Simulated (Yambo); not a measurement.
# Ge (Fd-3m) in Yambo: further runs, part 2 of 2

Yambo 5.3.0. The steps go on from the part before.

## Step 4: Optical spectrum, PBE

The input, optics2.in:

```
optics
chi
tddft
Chimod= "ALDA"
% BndsRnXd
 1 | 29 |
%
NGsBlkXd= 2 Ry
% LongDrXd
 1 | 1 | 0 |
%
% QpntsRXd
 1 | 1 |
%
% EnRngeXd
 0 | 10 | eV
%
% DmRngeXd
 0.3 | 0.3 | eV
%
ETStpsXd= 150
FxcGRLc= 2 Ry
VXCRLvcs= 2 Ry
```

The input, scf.in:

```
&CONTROL
  calculation = 'scf'
  prefix = 'pwscf'
  outdir = './tmp'
  pseudo_dir = './pseudo'
/
&SYSTEM
  ibrav = 0
  nat = 2
  ntyp = 1
  ecutwfc = 70
  nbnd = 21
  occupations = 'smearing'
  smearing = 'fd'
  degauss = 0.00367493
  force_symmorphic = .true.
/
&ELECTRONS
  conv_thr = 4d-10
  electron_maxstep = 120
  mixing_beta = 0.5
/
ATOMIC_SPECIES
Ge    72.6300 Ge_ONCV_PBE-1.2.upf
CELL_PARAMETERS angstrom
   0.0000000000    2.8289100000    2.8289100000
   2.8289100000    0.0000000000    2.8289100000
   2.8289100000    2.8289100000    0.0000000000
ATOMIC_POSITIONS crystal
Ge     0.7500000000    0.7500000000    0.7500000000
Ge     0.5000000000    0.5000000000    0.5000000000
K_POINTS automatic
10 10 10 0 0 0
```

The input, nscf.in:

```
&CONTROL
  calculation = 'nscf'
  prefix = 'pwscf'
  outdir = './tmp'
  pseudo_dir = './pseudo'
/
&SYSTEM
  ibrav = 0
  nat = 2
  ntyp = 1
  ecutwfc = 70
  nbnd = 39
  occupations = 'smearing'
  smearing = 'fd'
  degauss = 0.00367493
  force_symmorphic = .true.
/
&ELECTRONS
  conv_thr = 1d-08
  diago_full_acc = .true.
  diago_thr_init = 1d-06
/
ATOMIC_SPECIES
Ge    72.6300 Ge_ONCV_PBE-1.2.upf
CELL_PARAMETERS angstrom
   0.0000000000    2.8289100000    2.8289100000
   2.8289100000    0.0000000000    2.8289100000
   2.8289100000    2.8289100000    0.0000000000
ATOMIC_POSITIONS crystal
Ge     0.7500000000    0.7500000000    0.7500000000
Ge     0.5000000000    0.5000000000    0.5000000000
K_POINTS automatic
10 10 10 0 0 0
```

Potentials or basis: SG15 PBE 1.2.

Command:

```bash
$ OMP_NUM_THREADS=1 pw.x -in scf.in > scf.out
$ OMP_NUM_THREADS=1 pw.x -in nscf.in > nscf.out
$ cd tmp/pwscf.save; p2y; mv SAVE ../..; cd ../..
$ OMP_NUM_THREADS=1 yambo
$ OMP_NUM_THREADS=1 yambo -F optics2.in -J optics2 -C optics2_out
```

Yambo's report:

```text
[... sections 02.01 to 02.04 as in the set-up run ...]

  [02.05] Energies & Occupations
  ==============================

  [X] === General ===
  [X] Electronic Temperature                        :  0.258606E-1   300.100    [eV K]
  [X] Bosonic    Temperature                        :  0.258606E-1   300.100    [eV K]
  [X] Finite Temperature mode                       : yes
  [X] El. density                                   :  0.61840E+24 [cm-3]
  [X] Fermi Level                                   :  11.13620 [eV]

  [X] === Gaps and Widths ===
  [X] Conduction Band Min                           :  11.13620 [eV]
  [X] Valence Band Max                              :  11.13620 [eV]
  [X] Filled Bands                                  :  11
  [X] Metallic Bands                                :  12  15
  [X] Empty Bands                                   :   16   39

  [X] === Metallic Characters ===
  [X] N of el / N of met el                         :  28.00000   5.99975
  [X] Average metallic occ.                         :  0.374985

  [WARNING] [X] Metallic system

 [03] Transferred momenta grid and indexing
 ==========================================

 IBZ Q-points                                      :   47
 BZ  Q-points                                      :  1000

 K/Q-points units:
 rlu = crystal or reduced units; cc = cartesian coordinates; iku = interal k-units

 Q [ 1]         [rlu]:  0.000000  0.000000  0.000000
 Q [ 2]         [rlu]:  0.37069E-17 -0.32320E-17  0.10000
 Q [ 3]         [rlu]:  0.17151E-16  0.17151E-16  0.20000
 Q [ 4]         [rlu]: -0.37922E-17 -0.37922E-17  0.30000
 Q [ 5]         [rlu]:  0.18968E-16 -0.36543E-16  0.40000
 Q [ 6]         [rlu]:  0.25892E-17  0.25892E-17 -0.50000
 Q [ 7]         [rlu]: -0.24254E-17  0.10000      0.10000
 Q [ 8]         [rlu]:  0.16366E-17  0.10000      0.20000
 Q [ 9]         [rlu]:  0.32733E-17  0.10000      0.30000
 Q [10]         [rlu]: -0.23267E-16  0.10000      0.40000
 Q [11]         [rlu]:  0.13599E-16  0.10000      0.50000
 Q [12]         [rlu]:  0.49819E-16  0.10000     -0.40000
 Q [13]         [rlu]:  0.87874E-17  0.10000     -0.30000
 Q [14]         [rlu]:  0.37922E-17  0.10000     -0.20000
 Q [15]         [rlu]: -0.32733E-17  0.10000     -0.10000
[... 30 lines left out ...]
 Q [46]         [rlu]:  0.200000  0.400000 -0.300000
 Q [47]         [rlu]:  0.200000 -0.500000 -0.300000

 [WARNING] [Xd] User bands 1-29 break level degeneracy

 [04] Dipoles
 ============

  [04.01] Setup: observables and procedures
  =========================================

  [WF-Oscillators/G space/Transverse up loader] Normalization (few states)  min/max  :  0.15637E-17   1.0000

  [WR./optics2//ndb.dipoles]------------------------------------------------------
   Brillouin Zone Q/K grids (IBZ/BZ)                :    47  1000    47  1000
   RL vectors                                       :   3839 [WF]
   Fragmentation                                    : yes
   Electronic Temperature                           :  300.1000 [K]
   Bosonic    Temperature                           :  300.1000 [K]
   DIP band range                                   :   1  29
   DIP band range limits                            :  15  12
   DIP e/h energy range                             : -1.000000 -1.000000 [eV]
   RL vectors in the sum                            :   3839
   [r,Vnl] included                                 : yes
   Bands ordered                                    : yes
   Direct v evaluation                              : no
   Approach used                                    : G-space v
   Dipoles computed                                 : R V P [G-space]
   Wavefunctions                                    : Perdew, Burke & Ernzerhof(X)+Perdew, Burke & Ernzerhof(C)

  [WARNING] [r,Vnl^pseudo] included in position and velocity dipoles.

  [WARNING] In case H contains other non local terms, these are neglected

 [05] Optics
 ===========

 [xc] Functional : Perdew, Burke & Ernzerhof(X)+Perdew, Burke & Ernzerhof(C)
 [xc] LIBXC used to calculate xc functional
 [X-CG] R(p) Tot o/o(of R):    7961  211360     100

 [WARNING] The system is a metal but Drude term not included.
```

Wall time 2.5 min (1 thread of Arm Neoverse V1, shared host); peak memory 0.45 GiB.

Results:

* Band gap on the k mesh, mean-field level: none (metal or under the smearing width)

Dielectric function (along the field direction of the input):
```csv
energy (eV),real part,imaginary part
0.27,30.71,59.98
0.60,11.98,19.58
0.94,19.51,12.18
1.28,22.45,18.30
1.61,13.19,24.00
1.95,8.77,16.59
2.28,10.06,15.98
2.62,9.85,16.41
2.95,9.12,18.64
3.29,7.10,19.87
3.62,2.40,24.08
3.96,-7.13,19.38
4.30,-5.34,12.22
4.63,-3.38,13.21
4.97,-6.89,12.97
5.30,-8.53,8.90
5.64,-7.31,5.76
5.97,-5.73,4.62
6.31,-4.97,3.96
6.64,-4.39,3.43
6.98,-3.84,3.09
7.32,-3.73,2.73
7.65,-3.28,2.08
7.99,-2.70,1.94
8.32,-2.63,1.89
8.66,-2.41,1.47
8.99,-2.06,1.29
9.33,-1.76,1.22
9.66,-1.67,1.20
10.00,-1.57,0.99
```

Caveat: the LDA kernel is used on GGA states, which is inconsistent by a few percent; the intraband (Drude) term of the metal is left out; the ground state has no gap, which makes the many-body step unreliable; these spectra lack excitons; this crystal is a semiconductor, whose small gap the functional closes, so the metal is an error of the method.

## Step 5: Summary

| kernel | energy points | cutoff of the response matrix | gap on the mesh (eV) |
| --- | --- | --- | --- |
| none (independent particles) | 200 | - | none |
| Hartree (RPA with local fields) | 150 | 4 Ry | none |
| adiabatic LDA | 150 | 2 Ry | none |

Alike in all rows: task optical spectrum; level PBE; potentials or basis SG15 PBE 1.2; no spin polarisation; cell as given; k mesh 10 × 10 × 10; cutoff (eV) 952; smearing fermi-dirac 0.05 eV.

Every run on the cell as given and a fine mesh finds a metal.

Caveats: the intraband (Drude) term of the metal is left out; the ground state has no gap, which makes the many-body step unreliable; this crystal is a semiconductor, whose small gap the functional closes, so the metal is an error of the method; these spectra lack excitons (some runs); independent-particle spectra lack excitons (some runs); the LDA kernel is used on GGA states, which is inconsistent by a few percent (some runs).

Total energies depend on the potentials used, so only differences within one code and one set of settings carry meaning.

## Step 6: Against experiment

Step 2. Measured gap of Ge: 0.744 eV (indirect; 0 K; “Temperature-dependent photoluminescence in Ge: experiment and theory”, 2020, arxiv:2003.00143). This calculation gives 0.00 eV (-0.74 eV). 3 values of this kind are on record (0.666 to 0.807 eV); this one was drawn at random among those near their median. Spin-orbit coupling on Ge is left out. The value is that of PBE on a finite k mesh, which can miss the band edges, without temperature or zero-point motion. Semilocal functionals fall short of measured gaps as a rule.

Step 3. Measured gap of Ge: 0.807 eV (direct; 300 K; “Electronic and optical properties of SixGe1-x-ySny alloys lattice-matched to Ge”, 2021, arxiv:2109.02782). This calculation gives 0.00 eV (-0.81 eV). 3 values of this kind are on record (0.666 to 0.807 eV); this one was drawn at random among those near their median. Spin-orbit coupling on Ge is left out. The value is that of PBE on a finite k mesh, which can miss the band edges, without temperature or zero-point motion. Semilocal functionals fall short of measured gaps as a rule.

Step 4. A measured gap of Ge is 0.744 eV (indirect; 0 K; “Temperature-dependent photoluminescence in Ge: experiment and theory”, 2020, arxiv:2003.00143); the calculated 0.00 eV misses it by -0.74 eV. 3 values of this kind are on record (0.666 to 0.807 eV); this one was drawn at random among those near their median. Spin-orbit coupling on Ge is left out. The value is that of PBE on a finite k mesh, which can miss the band edges, without temperature or zero-point motion. Semilocal functionals fall short of measured gaps as a rule.
